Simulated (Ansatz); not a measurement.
# Si2W: the cost of one run

Computed with Ansatz 0.2.0 (DFT PBEsol, scalar-relativistic, plane waves, PAW, unless a step's input says otherwise).

2 further runs of the same task are left out: 2 set aside as unsound or not needed. Runs told in other sessions of the task aren't counted.

## Step 1: Starting point

Symmetry: P6_222, No. 180, hexagonal system. The conventional cell has a = 4.576 Å, b = 4.576 Å, c = 6.603 Å, α = 90.00°, β = 90.00°, γ = 120.00°. Si (site symmetry 2) has 5 Si at 2.56 to 2.66 Å and 5 W at 2.57 to 2.66 Å in its first shell of neighbours. Around W (site symmetry 222) lie 10 Si at 2.57 to 2.66 Å.

Coordinates:

```cif
data_structure
_symmetry_space_group_name_H-M 'P6_222'
_symmetry_Int_Tables_number 180
_cell_length_a 4.5761
_cell_length_b 4.5761
_cell_length_c 6.6033
_cell_angle_alpha 90.000
_cell_angle_beta 90.000
_cell_angle_gamma 120.000
_cell_volume 119.75
loop_
_atom_site_label
_atom_site_type_symbol
_atom_site_symmetry_multiplicity
_atom_site_Wyckoff_symbol
_atom_site_fract_x
_atom_site_fract_y
_atom_site_fract_z
_atom_site_occupancy
Si1 Si 6 j 0.83618 0.67236 0.50000 1
W1 W 3 d 0.00000 0.50000 0.16667 1
```

It goes back to an entry of the Materials Project, which need not be the stable form.

It is built from the cell relaxed beforehand with the same method (13.31 Å³/atom).

## Step 2: The reference cell

The cell is repeated 2 times, 18 atoms in all. The reference gives a free energy of -69004.1745 eV, pressure -0.01 GPa, largest force 0.004 eV/Å and gap on the mesh none (metal). It was computed beforehand with the settings of the runs below.

## Step 3: Setting up rigid cleavage

The cut lies on the cell's a–b face, a (0 0 1) plane of area 18.14 Å², between layers 2.20 Å apart (Si, W below, Si, W above); the cell is 13.2 Å thick. Vector c is lengthened by d along the normal with the atoms' Cartesian places fixed: one unrelaxed cut per cell.

## Step 4: d = 1.00 Å

File input.yaml:

```yaml
crystal:
  lattice:
    - [-4.5760866017, 0.0, 0.0]
    - [-2.2880433008, -3.963007247, 0.0]
    - [0.0, 0.0, 14.2066149396]
  atoms:
    - { symbol: Si, position: [0.8361793875, 0.3276412251, 0.0774830148] }
    - { symbol: Si, position: [0.8361793875, 0.3276412251, 0.5422881424] }
    - { symbol: Si, position: [0.6723587749, 0.1638206125, 0.2324180573] }
    - { symbol: Si, position: [0.6723587749, 0.1638206125, 0.6972231849] }
    - { symbol: Si, position: [0.1638206125, 0.1638206125, 0.8521582274] }
    - { symbol: Si, position: [0.1638206125, 0.1638206125, 0.3873530998] }
    - { symbol: Si, position: [0.1638206125, 0.6723587749, 0.0774830148] }
    - { symbol: Si, position: [0.1638206125, 0.6723587749, 0.5422881424] }
    - { symbol: Si, position: [0.3276412251, 0.8361793875, 0.2324180573] }
    - { symbol: Si, position: [0.3276412251, 0.8361793875, 0.6972231849] }
    - { symbol: Si, position: [0.8361793875, 0.8361793875, 0.8521582274] }
    - { symbol: Si, position: [0.8361793875, 0.8361793875, 0.3873530998] }
    - { symbol: W, position: [0.5, 0.5, 0.8521582274] }
    - { symbol: W, position: [0.5, 0.5, 0.3873530998] }
    - { symbol: W, position: [1.0, 0.5, 0.2324180573] }
    - { symbol: W, position: [1.0, 0.5, 0.6972231849] }
    - { symbol: W, position: [0.5, 0.0, 0.0774830148] }
    - { symbol: W, position: [0.5, 0.0, 0.5422881424] }
basis:
  ecutwfc: 420
kpoints:
  mp_grid: { grid: [10, 10, 3] }
hamiltonian:
  xc: pbesol
scf:
  occupations: { method: gaussian, width: 0.15 }
output:
  forces: true
  stress: true
  eigenvalues: true
```

Command:

```sh
ansatz run input.yaml --threads 2 --pin off --max-ram 5120MiB --backend cpu --events-out ev --progress --plain --runs-dir out
```

Q: Estimate wall time and peak memory on 2 threads of AMD EPYC 9R45 (Zen 5), shared host.

About 17 s, with a peak of 1.2 GiB.
